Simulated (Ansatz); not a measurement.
**C2H5GeN: small, medium and large basis sets**

Aim: see how fast density functionals converge with the basis set for C2H5GeN.

The runs use Ansatz 0.2.0, Gaussian basis; one geometry, several basis sets.

Levels to be run: PBE0-D4/def2-SVP; ωB97M-V/def2-SVP; PBE0-D4/def2-QZVPP; ωB97M-V/def2-QZVPP; the functionals' def2-TZVPP values are taken from earlier runs.

## 1. The relaxed structure

All runs share one geometry, relaxed beforehand with PBE0-D4 in a triple-zeta def2 set.

SMILES `[CH3][GeH]1[CH]=[N]1`, 9 atoms, charge 0, spin multiplicity 1.

Atoms are counted from 1 here; the program's logs count them from 0.

Bond lengths: C1–Ge2 1.940 Å, C1–H5 1.090 Å, C1–H6 1.090 Å, C1–H7 1.090 Å, Ge2–C3 1.886 Å, Ge2–N4 1.978 Å, Ge2–H8 1.528 Å, C3–N4 1.250 Å, C3–H9 1.093 Å. Angles: Ge2–C1–H5 110.1°, Ge2–C1–H6 108.5°, Ge2–C1–H7 110.8°, H5–C1–H6 109.2°, H5–C1–H7 109.1°, H6–C1–H7 109.1°, C1–Ge2–C3 121.3°, C1–Ge2–N4 110.8°, C1–Ge2–H8 118.6°, C3–Ge2–N4 37.7°, C3–Ge2–H8 118.9°, N4–Ge2–H8 109.1°, Ge2–C3–N4 75.2°, Ge2–C3–H9 151.9°, N4–C3–H9 133.0°, Ge2–N4–C3 67.2°.

As a file:

```mol
C2H5GeN
  3D, bonds by distance, orders not assigned

  9  9  0  0  0  0  0  0  0  0999 V2000
   -0.7513    0.7575   -1.0024 C   0  0
   -0.0499   -0.7252    0.0340 Ge  0  0
    0.8799   -0.4393    1.6496 C   0  0
    1.7407   -0.2943    0.7545 N   0  0
   -0.2822    0.7810   -1.9865 H   0  0
   -0.5272    1.6848   -0.4756 H   0  0
   -1.8311    0.6684   -1.1235 H   0  0
   -0.0094   -2.1114   -0.6067 H   0  0
    0.9192   -0.3679    2.7396 H   0  0
  1  2  8  0
  2  3  8  0
  3  4  8  0
  1  5  8  0
  1  6  8  0
  1  7  8  0
  2  8  8  0
  3  9  8  0
  2  4  8  0
M  END
```

## 2. PBE0-D4 in def2-SVP

in.yaml reads:

```yaml
crystal:
  periodic: [false, false, false]
  atoms:
    - {symbol: C, position_ang: [-0.751295, 0.757549, -1.002389]}
    - {symbol: Ge, position_ang: [-0.049931, -0.725232, 0.033952]}
    - {symbol: C, position_ang: [0.879868, -0.439294, 1.649555]}
    - {symbol: N, position_ang: [1.740739, -0.294269, 0.754458]}
    - {symbol: H, position_ang: [-0.282248, 0.781015, -1.986479]}
    - {symbol: H, position_ang: [-0.527229, 1.684837, -0.475567]}
    - {symbol: H, position_ang: [-1.831053, 0.668384, -1.123539]}
    - {symbol: H, position_ang: [-0.009445, -2.111446, -0.606715]}
    - {symbol: H, position_ang: [0.919194, -0.367942, 2.739624]}
basis:
  gaussian: {orbitals: def2-SVP}
hamiltonian: {xc: pbe0, dispersion: d4}
output: {orbitals: {seedname: orbitals}}
```

On the command line:

```
> ansatz run in.yaml --threads 2 --pin off --events-out ev --progress --plain --max-ram 4352MiB
```

The runs that follow: ωB97M-V in def2-SVP; PBE0-D4 in def2-QZVPP; ωB97M-V in def2-QZVPP.

**Question.** What will the summary of the whole plan be? Wanted: PBE0-D4: double and triple zeta above quadruple; ωB97M-V: double and triple zeta above quadruple.

**Answer**, as computed:

| quantity | value |
| --- | --- |
| PBE0-D4: double and triple zeta above quadruple | 12.73, 1.43 eV |
| ωB97M-V: double and triple zeta above quadruple | 12.86, 1.39 eV |

In words: PBE0-D4 gains 11.30 eV from double to triple zeta, then 1.43 eV more. Total energies overstate the basis error of differences, where much of it tends to cancel. The LUMO of ωB97M-V is positive and keeps falling with the basis (1.65 to 1.11 eV): an unbound level that the basis holds in place.
